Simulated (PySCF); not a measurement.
# C3H3F3O2: the cost of one run

Programs: PySCF 2.14.0, with density-fitted response routines of our own. Each step states its level of theory. These are calculated values for one molecule in the gas phase, unless marked as measured. Atoms are numbered from 0 throughout.

### 1 The starting structure

11 atoms, charge 0, multiplicity 1; geometry from: GFN2-xTB. The atoms were then displaced at random by about 0.01 Å, so the start is not that level's minimum.

Bonds of the start (Å): F0–C1 1.36, C1–O2 1.39, O2–C3 1.35, C3–F4 1.38, C3–C5 1.54, C5–F6 1.35, C5–O7 1.40, O7–C1 1.37, C1–H8 1.10, C3–H9 1.11, C5–H10 1.11.

### 2 Geometry optimisation at PBE0-D3(BJ)/def2-SVP

What the job is given:

```
{"job": {"xc": "PBE0", "basis": "def2-SVP", "d3": "d3bj", "grid": 1, "shake": 0.01, "kind": "geom"}, "charge": 0, "multiplicity": 1}
F      1.590910     0.393790    -1.456370
C      1.291290    -0.266570    -0.307280
O      0.242550    -1.139880    -0.561780
C     -0.886860    -0.561310    -0.111200
F     -1.486430    -1.384950     0.816450
C     -0.476080     0.766210     0.551070
F     -0.784140     1.808500    -0.254820
O      0.913180     0.621230     0.667650
H      2.216500    -0.775920     0.000260
H     -1.654280    -0.430920    -0.903260
H     -0.928550     0.943980     1.543610
```

Started as:

```
OMP_NUM_THREADS=1 python probes_run.py task.json out
```

The driver reads the jobs from task.json and runs them one after another.

Q: Estimate the wall time and peak memory of this first job on 1 thread of Arm Neoverse V2, shared host.

About 46 s, with a peak of 0.5 GiB.
